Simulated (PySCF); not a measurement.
# CrH6S6 (-3): ligand-field states, part 2 of 3

PySCF 2.14.0. Atoms count from 0. Earlier steps stand in the parts before.

### 5 Ligand-field states: state-averaged CASSCF (bond length × 0.98) in water

What the job is given:

```
{"job": {"kind": "lf", "basis": {"metal": "x2c-TZVPall", "ligand": "x2c-SVPall"}, "nevpt": true, "solvent": "water", "reuse": true}, "charge": -3, "metal": "Cr", "open_shell": "d3"}
Cr     0.000000     0.000000     0.000000
S      0.000000     0.000000     2.307900
H      1.320000     0.000000     2.557900
S      0.000000     0.000000    -2.307900
H     -1.320000     0.000000    -2.557900
S      2.307900     0.000000     0.000000
H      2.557900     1.320000     0.000000
S     -2.307900     0.000000     0.000000
H     -2.557900    -1.320000     0.000000
S      0.000000     2.307900     0.000000
H      0.000000     2.557900     1.320000
S     -0.000000    -2.307900     0.000000
H     -0.000000    -2.557900    -1.320000
```

Level: state-averaged CASSCF of the metal d shell, SC-NEVPT2 on the averaged canonical orbitals, state-interaction spin-orbit coupling.

The program printed:

```text
basis functions 186, electrons 129, active (3e, 5o)
start from the orbitals of the previous structure
stage 1: DIIS on the effective Fock matrix, level shift 0.30
cycle   1  E = -3443.0770161715  dE = -3.443e+03  max|g| = 2.548e+00
cycle   2  E = -3444.1631447613  dE = -1.086e+00  max|g| = 2.519e-01
cycle   3  E = -3444.2126032869  dE = -4.946e-02  max|g| = 6.326e-02
cycle   4  E = -3444.2033949926  dE =  9.208e-03  max|g| = 1.057e-01
cycle   5  E = -3444.1847242959  dE =  1.867e-02  max|g| = 1.264e-01
cycle   6  E = -3444.1517636089  dE =  3.296e-02  max|g| = 1.831e-01
cycle   7  E = -3443.9552610876  dE =  1.965e-01  max|g| = 4.576e-01
cycle   8  E = -3443.6938384965  dE =  2.614e-01  max|g| = 7.539e-01
cycle   9  E = -3442.1729109874  dE =  1.521e+00  max|g| = 1.772e+00
cycle  10  E = -3440.0720841249  dE =  2.101e+00  max|g| = 1.923e+00
cycle  11  E = -3439.6041517852  dE =  4.679e-01  max|g| = 2.071e+00
cycle  12  E = -3439.7420645032  dE = -1.379e-01  max|g| = 1.991e+00
cycle  13  E = -3439.7874236552  dE = -4.536e-02  max|g| = 1.920e+00
cycle  14  E = -3439.7781766820  dE =  9.247e-03  max|g| = 1.878e+00
cycle  15  E = -3439.6094481798  dE =  1.687e-01  max|g| = 2.045e+00
stage 2: quasi-Newton rotations from the point of smallest gradient
cycle  17  E = -3444.2213221158  dE = -8.719e-03  max|g| = 4.636e-02
cycle  18  E = -3444.2231027887  dE = -1.781e-03  max|g| = 3.149e-02
cycle  19  E = -3444.2236506602  dE = -5.479e-04  max|g| = 1.631e-03
cycle  20  E = -3444.2236626243  dE = -1.196e-05  max|g| = 6.231e-04
cycle  21  E = -3444.2236653299  dE = -2.706e-06  max|g| = 3.304e-04
cycle  22  E = -3444.2236654885  dE = -1.586e-07  max|g| = 7.691e-05
cycle  23  E = -3444.2236655153  dE = -2.677e-08  max|g| = 2.286e-05
cycle  24  E = -3444.2236655165  dE = -1.199e-09  max|g| = 2.945e-06
converged average energy = -3444.2236655165

 mult deg   label        CASSCF/cm-1   NEVPT2/cm-1
   4   1   4Ag                 0.0           0.0
   2   2   2Eg             17917.1       15944.0
   2   2   2Eg             18802.5       16751.5
   2   1   2Ag             18880.6       16823.6
   4   2   4Eg             17705.8       22735.5
   4   1   4Ag             17766.8       22788.6
   2   1   2Ag             26410.9       24188.4
   2   2   2Eg             26533.9       24352.0
   4   1   4Ag             25996.9       30311.5
   4   2   4Eg             26158.3       30430.2
   2   1   2Ag             32246.4       35678.6
   2   2   2Eg             33882.1       37170.2
   2   1   2Ag             33955.2       37248.2
   2   1   2Ag             35410.4       38438.5
   2   2   2Eg             35478.6       38507.9
   2   2   2Eg             37780.8       39966.3
   2   1   2Ag             40463.8       42910.3
   2   2   2Eg             40517.3       42948.5
   4   2   4Eg             41091.9       47646.9
   4   1   4Ag             41480.6       47979.3
   2   1   2Ag             48042.7       48649.6
   2   2   2Eg             48037.7       48675.2
   2   1   2Ag             50292.6       49505.8
   2   1   2Ag             54144.9       58397.3
   2   2   2Eg             54286.2       58480.9
   2   2   2Eg             52209.5       59671.2
   2   1   2Ag             52344.0       59786.5
   2   2   2Eg             59992.9       61480.4
   2   2   2Eg             61232.9       64991.5
   2   1   2Ag             61259.1       65014.8
   2   2   2Eg             78380.8       77343.4
   2   1   2Ag             78587.4       77455.3
   2   2   2Eg             79595.1       82659.1

spin-orbit levels / cm-1
      0.00  x2  4Ag 1.00
      0.13  x2  4Ag 1.00
  15928.81  x2  2Eg 0.99
  15934.05  x2  2Eg 0.99
  16718.54  x2  2Eg 0.99
  16752.04  x2  2Eg 0.73 2Ag 0.26
  16843.06  x2  2Ag 0.73 2Eg 0.26
  22649.96  x2  4Eg 0.81 4Ag 0.18
  22692.20  x2  4Eg 0.92 4Ag 0.07
  22715.41  x2  4Eg 0.62 4Ag 0.37
  22805.53  x2  4Eg 1.00
  22830.66  x2  4Ag 0.62 4Eg 0.37
  22839.65  x2  4Ag 0.74 4Eg 0.26
  24190.23  x2  2Ag 0.94 2Eg 0.05
  24325.49  x2  2Eg 0.99
  24417.35  x2  2Eg 0.94 2Ag 0.06
  30301.46  x2  4Ag 0.89 4Eg 0.11
  30311.69  x2  4Ag 0.88 4Eg 0.12
  30396.38  x2  4Eg 1.00
  30443.97  x2  4Eg 0.88 4Ag 0.12
  30470.84  x2  4Eg 0.95 4Ag 0.05
  30494.60  x2  4Eg 0.94 4Ag 0.06
  35694.13  x2  2Ag 1.00
  37153.01  x2  2Eg 0.95 2Ag 0.05
  37189.39  x2  2Eg 1.00
  37257.03  x2  2Ag 0.95 2Eg 0.05
  38335.14  x2  2Eg 0.52 2Ag 0.48
  38542.81  x2  2Ag 0.52 2Eg 0.48
  38589.97  x2  2Eg 1.00
  39974.49  x2  2Eg 1.00
```

It took 18 s on 1 thread of Arm Neoverse V2, shared host; peak memory 0.62 GiB.

Warnings kept with the result: strongly covalent, metal-shell active space is small for this complex.

From this job:

```
             quantity     value
spin-orbit constant ζ  230 cm⁻¹
```

Powder susceptibility:

```
T (K)  χT (cm³ K/mol)  μ(eff)
    2           1.841    3.84
   20           1.842    3.84
  100           1.846    3.84
  300           1.857    3.85
```

### 6 Ligand-field states: state-averaged CASSCF (bond length × 1.02) in water

What the job is given:

```
{"job": {"kind": "lf", "basis": {"metal": "x2c-TZVPall", "ligand": "x2c-SVPall"}, "nevpt": true, "solvent": "water", "reuse": true}, "charge": -3, "metal": "Cr", "open_shell": "d3"}
Cr     0.000000     0.000000     0.000000
S      0.000000     0.000000     2.402100
H      1.320000     0.000000     2.652100
S      0.000000     0.000000    -2.402100
H     -1.320000     0.000000    -2.652100
S      2.402100     0.000000     0.000000
H      2.652100     1.320000     0.000000
S     -2.402100     0.000000     0.000000
H     -2.652100    -1.320000     0.000000
S      0.000000     2.402100     0.000000
H      0.000000     2.652100     1.320000
S     -0.000000    -2.402100     0.000000
H     -0.000000    -2.652100    -1.320000
```

With the program's defaults for keys left out, this is: state-averaged CASSCF of the metal d shell, SC-NEVPT2 on the averaged canonical orbitals, state-interaction spin-orbit coupling.

The program printed:

```text
basis functions 186, electrons 129, active (3e, 5o)
start from the orbitals of the previous structure
stage 1: DIIS on the effective Fock matrix, level shift 0.30
cycle   1  E = -3442.8734342093  dE = -3.443e+03  max|g| = 2.252e+00
cycle   2  E = -3444.2017182606  dE = -1.328e+00  max|g| = 2.776e-01
cycle   3  E = -3444.2639812013  dE = -6.226e-02  max|g| = 7.905e-02
cycle   4  E = -3444.2384266123  dE =  2.555e-02  max|g| = 1.402e-01
cycle   5  E = -3444.1704956110  dE =  6.793e-02  max|g| = 2.223e-01
cycle   6  E = -3443.9596480021  dE =  2.108e-01  max|g| = 5.167e-01
cycle   7  E = -3442.9997521589  dE =  9.599e-01  max|g| = 1.403e+00
cycle   8  E = -3440.9034422148  dE =  2.096e+00  max|g| = 1.843e+00
cycle   9  E = -3439.4052728382  dE =  1.498e+00  max|g| = 2.147e+00
cycle  10  E = -3438.6939368992  dE =  7.113e-01  max|g| = 2.698e+00
cycle  11  E = -3437.9968416054  dE =  6.971e-01  max|g| = 3.228e+00
cycle  12  E = -3437.0357257336  dE =  9.611e-01  max|g| = 3.662e+00
cycle  13  E = -3435.7698661441  dE =  1.266e+00  max|g| = 3.790e+00
cycle  14  E = -3435.1204441752  dE =  6.494e-01  max|g| = 3.554e+00
cycle  15  E = -3434.6877246548  dE =  4.327e-01  max|g| = 3.162e+00
stage 2: quasi-Newton rotations from the point of smallest gradient
cycle  17  E = -3444.2779544390  dE = -1.397e-02  max|g| = 7.865e-02
cycle  18  E = -3444.2832008270  dE = -5.246e-03  max|g| = 3.033e-02
cycle  19  E = -3444.2837161425  dE = -5.153e-04  max|g| = 2.714e-03
cycle  20  E = -3444.2837445369  dE = -2.839e-05  max|g| = 1.153e-03
cycle  21  E = -3444.2837507280  dE = -6.191e-06  max|g| = 5.014e-04
cycle  22  E = -3444.2837511128  dE = -3.847e-07  max|g| = 1.178e-04
cycle  23  E = -3444.2837511645  dE = -5.179e-08  max|g| = 3.156e-05
cycle  24  E = -3444.2837511664  dE = -1.868e-09  max|g| = 5.459e-06
converged average energy = -3444.2837511664

 mult deg   label        CASSCF/cm-1   NEVPT2/cm-1
   4   1   4Ag                 0.0           0.0
   2   2   2Eg             18299.0       16442.8
   2   2   2Eg             19207.6       17325.5
   2   1   2Ag             19292.1       17408.0
   4   2   4Eg             14611.0       19136.0
   4   1   4Ag             14675.0       19193.3
   2   1   2Ag             26149.5       24474.5
   2   2   2Eg             26295.1       24674.9
   4   1   4Ag             22426.8       26834.1
   4   2   4Eg             22629.0       27035.2
   2   1   2Ag             29643.4       32584.6
   2   2   2Eg             31413.7       34140.0
   2   1   2Ag             31504.4       34241.8
   2   1   2Ag             32943.4       35503.8
   2   2   2Eg             33019.0       35584.2
   2   2   2Eg             35365.6       37089.3
   2   1   2Ag             37817.3       40050.1
   2   2   2Eg             37886.9       40110.3
   4   2   4Eg             35811.0       40847.7
   4   1   4Ag             36241.6       41269.9
   2   1   2Ag             48332.7       47144.8
   2   2   2Eg             44860.4       47292.3
   2   1   2Ag             44885.9       47364.0
   2   1   2Ag             50184.1       51258.1
   2   2   2Eg             50353.6       51450.2
   2   2   2Eg             46700.3       53294.3
   2   1   2Ag             46830.7       53388.9
   2   2   2Eg             55389.4       58973.7
   2   2   2Eg             56571.8       59169.6
   2   1   2Ag             56598.7       59199.5
   2   1   2Ag             74679.0       72478.2
   2   2   2Eg             74537.6       72710.3
   2   2   2Eg             74140.3       73400.4

spin-orbit levels / cm-1
      0.00  x2  4Ag 1.00
      0.16  x2  4Ag 1.00
  16409.50  x2  2Eg 0.99
  16414.98  x2  2Eg 0.99
  17280.05  x2  2Eg 0.99
  17318.86  x2  2Eg 0.73 2Ag 0.26
  17421.58  x2  2Ag 0.73 2Eg 0.26
  19052.72  x2  4Eg 0.81 4Ag 0.19
  19103.74  x2  4Eg 0.92 4Ag 0.07
  19128.19  x2  4Eg 0.62 4Ag 0.37
  19225.02  x2  4Eg 0.98
  19255.38  x2  4Ag 0.62 4Eg 0.37
  19260.63  x2  4Ag 0.72 4Eg 0.27
  24461.82  x2  2Ag 0.96
  24636.88  x2  2Eg 0.99
  24704.99  x2  2Eg 0.96
  26827.29  x2  4Ag 0.89 4Eg 0.10
  26835.45  x2  4Ag 0.90 4Eg 0.10
  26985.70  x2  4Eg 0.99
  27054.40  x2  4Eg 0.90 4Ag 0.10
  27097.95  x2  4Eg 0.95 4Ag 0.04
  27140.76  x2  4Eg 0.94 4Ag 0.05
  32603.31  x2  2Ag 1.00
  34133.18  x2  2Eg 0.98
  34156.51  x2  2Eg 1.00
  34250.13  x2  2Ag 0.98
  35392.31  x2  2Eg 0.51 2Ag 0.49
  35615.42  x2  2Ag 0.50 2Eg 0.49
  35670.06  x2  2Eg 1.00
  37094.01  x2  2Eg 0.99
```

Wall time 18 s (1 thread of Arm Neoverse V2, shared host); peak memory 0.62 GiB.

In short:

```
             quantity     value
spin-orbit constant ζ  237 cm⁻¹
```

Powder susceptibility:

```
T (K)  χT (cm³ K/mol)  μ(eff)
    2           1.829    3.83
   20           1.831    3.83
  100           1.837    3.83
  300           1.851    3.85
```

### 7 Ligand-field states: state-averaged CASSCF (bond length × 1.05) in water

What the job is given:

```
{"job": {"kind": "lf", "basis": {"metal": "x2c-TZVPall", "ligand": "x2c-SVPall"}, "nevpt": true, "solvent": "water", "reuse": true}, "charge": -3, "metal": "Cr", "open_shell": "d3"}
Cr     0.000000     0.000000     0.000000
S      0.000000     0.000000     2.472800
H      1.320000     0.000000     2.722800
S      0.000000     0.000000    -2.472800
H     -1.320000     0.000000    -2.722800
S      2.472800     0.000000     0.000000
H      2.722800     1.320000     0.000000
S     -2.472800     0.000000     0.000000
H     -2.722800    -1.320000     0.000000
S      0.000000     2.472800     0.000000
H      0.000000     2.722800     1.320000
S     -0.000000    -2.472800     0.000000
H     -0.000000    -2.722800    -1.320000
```

Method: state-averaged CASSCF of the metal d shell, SC-NEVPT2 on the averaged canonical orbitals, state-interaction spin-orbit coupling.

The program printed:

```text
basis functions 186, electrons 129, active (3e, 5o)
start from the orbitals of the previous structure
stage 1: DIIS on the effective Fock matrix, level shift 0.30
cycle   1  E = -3443.7249026864  dE = -3.444e+03  max|g| = 1.650e+00
cycle   2  E = -3444.2715726748  dE = -5.467e-01  max|g| = 1.796e-01
cycle   3  E = -3444.2639645974  dE =  7.608e-03  max|g| = 1.733e-01
cycle   4  E = -3444.3007906725  dE = -3.683e-02  max|g| = 5.896e-02
cycle   5  E = -3444.2675227829  dE =  3.327e-02  max|g| = 1.348e-01
cycle   6  E = -3444.1686547313  dE =  9.887e-02  max|g| = 2.853e-01
cycle   7  E = -3443.7471383627  dE =  4.215e-01  max|g| = 8.087e-01
cycle   8  E = -3442.9883836134  dE =  7.588e-01  max|g| = 1.423e+00
cycle   9  E = -3440.4491780271  dE =  2.539e+00  max|g| = 1.821e+00
cycle  10  E = -3439.6989742730  dE =  7.502e-01  max|g| = 2.104e+00
cycle  11  E = -3439.9217081001  dE = -2.227e-01  max|g| = 2.014e+00
cycle  12  E = -3440.2135995976  dE = -2.919e-01  max|g| = 1.916e+00
cycle  13  E = -3440.3758031290  dE = -1.622e-01  max|g| = 1.853e+00
cycle  14  E = -3440.2933584392  dE =  8.244e-02  max|g| = 1.880e+00
cycle  15  E = -3440.4483892957  dE = -1.550e-01  max|g| = 1.862e+00
stage 2: quasi-Newton rotations from the point of smallest gradient
cycle  17  E = -3444.3079640924  dE = -7.173e-03  max|g| = 3.326e-02
cycle  18  E = -3444.3091643444  dE = -1.200e-03  max|g| = 1.322e-02
cycle  19  E = -3444.3095812506  dE = -4.169e-04  max|g| = 3.710e-03
cycle  20  E = -3444.3096065816  dE = -2.533e-05  max|g| = 6.830e-04
cycle  21  E = -3444.3096096662  dE = -3.085e-06  max|g| = 2.016e-04
cycle  22  E = -3444.3096099016  dE = -2.353e-07  max|g| = 6.194e-05
cycle  23  E = -3444.3096099166  dE = -1.502e-08  max|g| = 1.227e-05
cycle  24  E = -3444.3096099178  dE = -1.231e-09  max|g| = 3.417e-06
converged average energy = -3444.3096099178

 mult deg   label        CASSCF/cm-1   NEVPT2/cm-1
   4   1   4Ag                 0.0           0.0
   2   2   2Eg             18496.3       16715.8
   4   2   4Eg             12726.5       16940.2
   4   1   4Ag             12791.9       16999.1
   2   2   2Eg             19410.2       17643.9
   2   1   2Ag             19498.4       17733.7
   2   1   2Ag             25814.5       24556.3
   4   1   4Ag             20084.3       24579.9
   2   2   2Eg             25970.5       24787.0
   4   2   4Eg             20303.5       24837.3
   2   1   2Ag             28047.3       30686.7
   2   2   2Eg             29932.1       32201.6
   2   1   2Ag             30033.0       32329.8
   2   1   2Ag             31426.9       33692.6
   2   2   2Eg             31507.1       33781.7
   2   2   2Eg             33879.0       35321.5
   4   2   4Eg             32763.0       36814.5
   4   1   4Ag             33210.5       37292.7
   2   1   2Ag             36097.1       38210.6
   2   2   2Eg             36175.2       38284.3
   2   2   2Eg             42321.4       45515.4
   2   1   2Ag             42334.2       45604.5
   2   1   2Ag             47102.2       45622.3
   2   1   2Ag             48359.0       47849.9
   2   2   2Eg             48521.7       48076.2
   2   2   2Eg             43344.1       49391.1
   2   1   2Ag             43483.1       49525.3
   2   2   2Eg             53806.8       55669.8
   2   1   2Ag             53833.6       55699.5
   2   2   2Eg             51903.6       56421.7
   2   2   2Eg             71562.8       69268.8
   2   2   2Eg             72168.3       69335.9
   2   1   2Ag             72361.3       69474.0

spin-orbit levels / cm-1
      0.00  x2  4Ag 1.00
      0.18  x2  4Ag 1.00
  16532.26  x2  2Eg 0.71 4Eg 0.26 4Ag 0.03
  16540.49  x2  2Eg 0.72 4Eg 0.15 4Ag 0.13
  16855.85  x2  4Eg 0.84 4Ag 0.16
  16913.88  x2  4Eg 0.85 4Ag 0.13
  16931.50  x2  4Eg 0.55 4Ag 0.42
  16992.13  x2  4Eg 0.50 4Ag 0.44 2Eg 0.04
  17153.50  x2  4Eg 0.48 2Eg 0.25 4Ag 0.21
  17172.07  x2  4Ag 0.43 4Eg 0.26 2Eg 0.25
  17632.20  x2  2Eg 0.93 4Eg 0.03
  17682.12  x2  2Eg 0.62 2Ag 0.31 4Eg 0.05
  17803.54  x2  2Ag 0.64 2Eg 0.31
  24333.42  x2  4Ag 0.44 2Ag 0.44 4Eg 0.10
  24481.13  x2  4Ag 0.57 2Eg 0.25 4Eg 0.17
  24536.17  x2  4Eg 0.51 2Eg 0.41 2Ag 0.07
  24744.61  x2  4Ag 0.39 2Eg 0.32 4Eg 0.29
  24758.84  x2  4Ag 0.43 2Ag 0.42 4Eg 0.14
  24899.52  x2  4Eg 0.86 4Ag 0.09 2Eg 0.04
  24968.49  x2  4Eg 0.54 2Eg 0.43 4Ag 0.03
  24983.19  x2  4Eg 0.92 2Ag 0.04
  25054.98  x2  2Eg 0.52 4Eg 0.45
  30707.58  x2  2Ag 1.00
  32207.73  x2  2Eg 1.00
  32212.23  x2  2Eg 1.00
  32338.38  x2  2Ag 1.00
  33573.40  x2  2Ag 0.50 2Eg 0.49
  33804.97  x2  2Eg 0.50 2Ag 0.49
  33866.18  x2  2Eg 0.99
  35315.77  x2  2Eg 0.98
```

It took 18 s on 1 thread of Arm Neoverse V2, shared host; peak memory 0.59 GiB.

In short:

```
             quantity     value
spin-orbit constant ζ  240 cm⁻¹
```

Powder susceptibility:

```
T (K)  χT (cm³ K/mol)  μ(eff)
    2           1.820    3.81
   20           1.823    3.82
  100           1.830    3.83
  300           1.847    3.84
```

[end of part 2 of 3]
